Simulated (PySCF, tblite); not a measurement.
# F2H3OSi2 radical, a small gas-phase stand-in for a defect centre (Si site with back bonds O[SiH3], F, F): EPR parameters

Wanted: the EPR parameters for `F[Si](F)O[SiH3]`. It is drawn as: dangling bond.

Computed with tblite 0.8.0 and PySCF 2.14.0; each step states its level. No surroundings beyond the atoms listed, unless a continuum is named. Atoms count from 0, parts from 1.

### Step 1. Starting point

8 atoms, charge 0, multiplicity 2; geometry: distance geometry start.

### Step 2. Geometry optimisation with GFN2-xTB

Job settings and geometry (Å):

```
{"job": {"kind": "relax", "xc": "GFN2-xTB", "basis": "xTB"}, "charge": 0, "multiplicity": 2}
Si     1.408718    -0.952144    -0.338806
O     -0.028757    -0.511870    -1.190151
Si    -0.984260     0.381328    -0.076489
F      0.894850    -1.187905     1.247272
F      2.351144     0.473449    -0.318946
H     -0.785377    -0.228481     1.258237
H     -2.416746     0.323826    -0.487684
H     -0.450335     1.755909    -0.066764
```

Method: GFN2-xTB geometry optimisation, gas phase.

The run is started by

```sh
OMP_NUM_THREADS=1 python cluster_run.py task.json out
```

One launch serves the whole session: the jobs run in the order shown.

The log of the run:

```text
step      E/eV     max force
  0    -507.08313    3.152
  1    -507.43946    2.138
  2    -507.65874    2.989
  3    -507.77392    0.915
  4    -507.84011    0.817
  5    -507.98294    1.259
  6    -508.05237    1.120
  7    -508.14267    0.579
  8    -508.17175    0.454
  9    -508.19426    0.471
 10    -508.21942    0.483
 11    -508.24189    0.547
 12    -508.26343    0.463
 13    -508.28373    0.530
 14    -508.29711    0.504
 15    -508.30789    0.380
 16    -508.32091    0.291
 17    -508.32864    0.200
 18    -508.33048    0.089
 19    -508.33102    0.082
 20    -508.33162    0.122
 21    -508.33239    0.141
 22    -508.33320    0.090
 23    -508.33346    0.040
 24    -508.33356    0.043
 25    -508.33373    0.045
 26    -508.33388    0.049
 27    -508.33398    0.026
 28    -508.33402    0.016
 29    -508.33405    0.019
 30    -508.33410    0.036
 31    -508.33417    0.043
 32    -508.33424    0.030
 33    -508.33428    0.020
 34    -508.33430    0.019
 35    -508.33434    0.022
 36    -508.33439    0.033
 37    -508.33448    0.035
 38    -508.33459    0.023
 39    -508.33467    0.020
 40    -508.33470    0.014
 41    -508.33473    0.018
 42    -508.33479    0.029
 43    -508.33489    0.041
 44    -508.33506    0.045
 45    -508.33521    0.030
 46    -508.33526    0.011
 47    -508.33528    0.008
```

Run time: 0.7 s. Hardware: 1 thread of Arm Neoverse V2, shared host.

Along the way:

| step | energy from step 0 (eV) | largest force (eV/Å) |
| --- | --- | --- |
| 0 | 0.0000 | 3.1513 |
| 2 | -0.5756 | 2.9894 |
| 4 | -0.7570 | 0.8169 |
| 6 | -0.9692 | 1.1203 |
| 8 | -1.0886 | 0.4543 |
| 10 | -1.1363 | 0.4827 |
| 12 | -1.1803 | 0.4630 |
| 14 | -1.2140 | 0.5037 |
| 16 | -1.2378 | 0.2918 |
| 18 | -1.2474 | 0.0888 |
| 20 | -1.2485 | 0.1210 |
| 22 | -1.2501 | 0.0903 |
| 24 | -1.2504 | 0.0428 |
| 26 | -1.2508 | 0.0484 |
| 28 | -1.2509 | 0.0157 |
| 30 | -1.2510 | 0.0361 |
| 32 | -1.2511 | 0.0302 |
| 34 | -1.2512 | 0.0188 |
| 36 | -1.2513 | 0.0326 |
| 38 | -1.2515 | 0.0228 |
| 40 | -1.2516 | 0.0139 |
| 42 | -1.2517 | 0.0294 |
| 44 | -1.2519 | 0.0458 |
| 46 | -1.2521 | 0.0113 |
| 47 | -1.2522 | 0.0081 |

Close pairs (by a distance rule), those that changed most:

| bond | before (Å) | after (Å) | change (Å) |
| --- | --- | --- | --- |
| Si0–O1 | 1.728 | 1.591 | -0.137 |
| Si0–F4 | 1.709 | 1.604 | -0.105 |
| Si0–F3 | 1.684 | 1.604 | -0.080 |
| O1–Si2 | 1.718 | 1.645 | -0.073 |
| Si2–H6 | 1.491 | 1.458 | -0.034 |
| Si2–H5 | 1.481 | 1.459 | -0.022 |
| Si2–H7 | 1.475 | 1.459 | -0.015 |

### Step 3. Optimising the geometry at PBE0-D3(BJ)/def2-SVP

Job settings and geometry (Å):

```
{"job": {"xc": "PBE0", "basis": "def2-SVP", "d3": "d3bj", "grid": 2, "kind": "geom", "shake": 0.01}, "charge": 0, "multiplicity": 2}
Si     1.496082    -1.006823    -0.457657
O     -0.015678    -0.426760    -0.565098
Si    -1.231453     0.538754     0.008042
F      1.752145    -1.648343     0.972094
F      2.518297     0.226878    -0.402427
H     -1.452175     0.154777     1.399937
H     -2.298791     0.210562    -0.884619
H     -0.722351     1.922402    -0.098173
```

The log of the run:

```text
step   0  E = -854.92181448  max force = 0.023906
step   1  E = -854.92816868  max force = 0.006132
step   2  E = -854.92850973  max force = 0.001619
step   3  E = -854.92854680  max force = 0.000704
step   4  E = -854.92855140  max force = 0.000357
optimisation converged
```

It took 27 s on 1 thread of Arm Neoverse V2, shared host; peak memory 0.47 GiB.

Along the way:

| step | energy from step 0 (eV) | largest force component (eV/Å) |
| --- | --- | --- |
| 0 | 0.0000 | 1.2293 |
| 1 | -0.1729 | 0.3153 |
| 2 | -0.1822 | 0.0833 |
| 3 | -0.1832 | 0.0362 |
| 4 | -0.1833 | 0.0184 |

Close pairs (by a distance rule), those that changed most:

| bond | before (Å) | after (Å) | change (Å) |
| --- | --- | --- | --- |
| Si2–H6 | 1.430 | 1.488 | +0.058 |
| Si2–H5 | 1.461 | 1.491 | +0.030 |
| Si0–F3 | 1.588 | 1.616 | +0.029 |
| O1–Si2 | 1.655 | 1.672 | +0.017 |
| Si0–F4 | 1.603 | 1.617 | +0.014 |
| Si2–H7 | 1.478 | 1.491 | +0.012 |
| Si0–O1 | 1.623 | 1.627 | +0.004 |

The end geometry stands in the next job.

| at the end point | value |
| --- | --- |
| rotational constants (GHz, main isotopes) | 5.866, 1.765, 1.519 |
| dipole moment (D) | 1.61 |
| ⟨S²⟩ | 0.751 |

### Step 4. g tensor and hyperfine couplings: B3LYP/IGLO-III+pcH-1

Job settings and geometry (Å):

```
{"job": {"kind": "epr"}, "charge": 0, "multiplicity": 2}
Si     1.564123    -1.001448    -0.452483
O      0.038573    -0.443729    -0.538202
Si    -1.202950     0.526095     0.021028
F      1.795403    -1.718828     0.977510
F      2.598427     0.240469    -0.498291
H     -1.513000     0.169496     1.434796
H     -2.390699     0.284040    -0.841608
H     -0.790492     1.956032    -0.061593
```

Method: UKS B3LYP, IGLO-III on F O Si, pcH-1 on H, non-relativistic, mean-field spin-orbit, GIAO.

The log of the run:

```text
UKS, coarse grid
  cycle   1  E = -855.85161024  |g| = 8.02e-01
  cycle   2  E = -855.39198218  |g| = 1.42e+00
  cycle   3  E = -856.05382848  |g| = 8.62e-02
  cycle   4  E = -856.05485673  |g| = 7.86e-02
  cycle   5  E = -856.05676418  |g| = 1.15e-02
  cycle   6  E = -856.05680229  |g| = 1.81e-03
  cycle   7  E = -856.05680405  |g| = 5.55e-04
UKS, final grid
  cycle   1  E = -856.05676544  |g| = 5.65e-04
  cycle   2  E = -856.05676532  |g| = 8.31e-04
  cycle   3  E = -856.05676555  |g| = 1.45e-04
  cycle   4  E = -856.05676555  |g| = 1.66e-05
E = -856.05676555 Eh   <S^2> = 0.7510 (exact 0.7500)
g shifts (ppm)      1          2          3
  rmc          -223       -223       -223
  gc            126        122         57
  oz_so       -2122      -1796       -316
  total       -2219      -1897       -482
hyperfine (MHz)  atom isotope    a_iso     a_fc   dipolar eigenvalues
    0  29Si   -1408.50   -1409.58   -112.79     56.32     56.47
    1   17O    -116.12    -116.10    -16.58      7.73      8.84
    2  29Si     -18.25     -18.30     -7.21      3.56      3.65
    3   19F     355.23     354.35   -136.14   -130.51    266.65
    4   19F     354.79     353.91   -135.96   -130.34    266.30
    5    1H       3.17       3.17     -1.23     -0.69      1.92
    6    1H      -0.27      -0.27     -1.14     -0.82      1.96
    7    1H       2.52       2.52     -1.23     -0.71      1.94
```

Run time: 28 s. Hardware: 1 thread of Arm Neoverse V2, shared host; peak memory 0.74 GiB.

Principal g values 2.00010, 2.00042, 2.00184; g(iso) = 2.00079, against 2.00232 for a free electron.

Hyperfine couplings, nucleus by nucleus at this fixed geometry (no averaging over rotations):

| nuclei | isotope | a(iso) (MHz) | a(iso) (G, at g = 2.0023) | largest dipolar term (MHz) |
| --- | --- | --- | --- | --- |
| Si0 | 29Si | -1408.5 | -502.6 | -112.8 |
| F3 | 19F | 355.2 | 126.8 | 266.7 |
| F4 | 19F | 354.8 | 126.6 | 266.3 |
| O1 | 17O | -116.1 | -41.4 | -16.6 |
| Si2 | 29Si | -18.3 | -6.5 | -7.2 |
| H5 | 1H | 3.2 | 1.1 | 1.9 |
| H7 | 1H | 2.5 | 0.9 | 1.9 |
| H6 | 1H | -0.3 | -0.1 | 2.0 |

Mulliken spin populations:

| atom | value (e) |
| --- | --- |
| Si0 | 0.91 |
| O1 | 0.01 |
| Si2 | 0.03 |
| F3 | 0.02 |
| F4 | 0.02 |
| H5 | 0.00 |
| H6 | 0.00 |
| H7 | 0.00 |

In first order the couplings over 0.8 MHz of 19F, 1H give 16 distinct lines over 255.4 G.

### Step 5. g tensor and hyperfine couplings: BHandHLYP/IGLO-III+pcH-1

Same as in step 4 but for these lines:

```diff
@@ -1,2 +1,2 @@
-{"job": {"kind": "epr"}, "charge": 0, "multiplicity": 2}
+{"job": {"kind": "epr", "xc": "BHandHLYP"}, "charge": 0, "multiplicity": 2}
 Si     1.564123    -1.001448    -0.452483
```

With the program's defaults for keys left out, this is: UKS BHandHLYP, IGLO-III on F O Si, pcH-1 on H, non-relativistic, mean-field spin-orbit, GIAO.

The log of the run:

```text
UKS, coarse grid
  cycle   1  E = -855.74402896  |g| = 6.88e-01
  cycle   2  E = -855.69076403  |g| = 8.40e-01
  cycle   3  E = -855.90533506  |g| = 4.05e-02
  cycle   4  E = -855.90607193  |g| = 2.90e-02
  cycle   5  E = -855.90635784  |g| = 8.54e-03
  cycle   6  E = -855.90639017  |g| = 1.73e-03
  cycle   7  E = -855.90639242  |g| = 3.78e-04
UKS, final grid
  cycle   1  E = -855.90636760  |g| = 2.60e-04
  cycle   2  E = -855.90636761  |g| = 2.81e-04
  cycle   3  E = -855.90636764  |g| = 5.16e-05
  cycle   4  E = -855.90636764  |g| = 1.95e-05
E = -855.90636764 Eh   <S^2> = 0.7514 (exact 0.7500)
g shifts (ppm)      1          2          3
  rmc          -225       -225       -225
  gc            126        122         54
  oz_so       -2194      -1875       -290
  total       -2293      -1978       -461
hyperfine (MHz)  atom isotope    a_iso     a_fc   dipolar eigenvalues
    0  29Si   -1437.12   -1438.21   -119.90     59.75     60.15
    1   17O    -112.85    -112.83    -16.25      7.60      8.65
    2  29Si     -15.94     -15.98     -6.44      3.17      3.28
    3   19F     378.33     377.53   -130.94   -125.92    256.86
    4   19F     378.05     377.25   -130.82   -125.80    256.61
    5    1H       2.80       2.80     -1.17     -0.74      1.91
    6    1H      -0.22      -0.22     -1.10     -0.84      1.94
    7    1H       2.25       2.25     -1.17     -0.76      1.93
```

Run time: 30 s. Hardware: 1 thread of Arm Neoverse V2, shared host; peak memory 0.81 GiB.

In short: g(iso) 2.00074.

### Step 6. Run by run: EPR parameters

g, ⟨S²⟩ and isotropic hyperfine couplings (MHz), with basis size and wall time:

| run | g(iso) | ⟨S²⟩ | 29Si Si0 | 19F F3 | 19F F4 | 17O O1 | 29Si Si2 | functions | time |
| --- | --- | --- | --- | --- | --- | --- | --- | --- | --- |
| B3LYP/IGLO-III+pcH-1 | 2.00079 | 0.751 | -1408.5 | 355.2 | 354.8 | -116.1 | -18.3 | 223 | 28 s |
| BHandHLYP/IGLO-III+pcH-1 | 2.00074 | 0.751 | -1437.1 | 378.3 | 378.1 | -112.8 | -15.9 | 223 | 30 s |

### Step 7. Summary of results

```
                            quantity                     value
rotational constants (main isotopes)      5.87, 1.76, 1.52 GHz
                      g(iso) (B3LYP)                   2.00079
                                ⟨S²⟩        0.751 (exact 0.75)
                      largest a(iso)  29Si on Si0, -1408.5 MHz
```

The start of the PBE0/def2-SVP relaxation was shaken at random by about 0.01 Å, so part of the energy gained, and of the first lengths quoted, undoes that. The optimisation took 4 steps and gained 0.183 eV; among the close pairs (by a distance rule), Si2–H6 changed most, from 1.430 to 1.488 Å (PBE0/def2-SVP). Si0 carries the largest spin population, 0.91 e. The isotropic g lies 1.5 ppt below the free-electron value. The coupling of 29Si on Si0 runs from -1437.1 (BHandHLYP/IGLO-III+pcH-1) to -1408.5 MHz (B3LYP/IGLO-III+pcH-1).
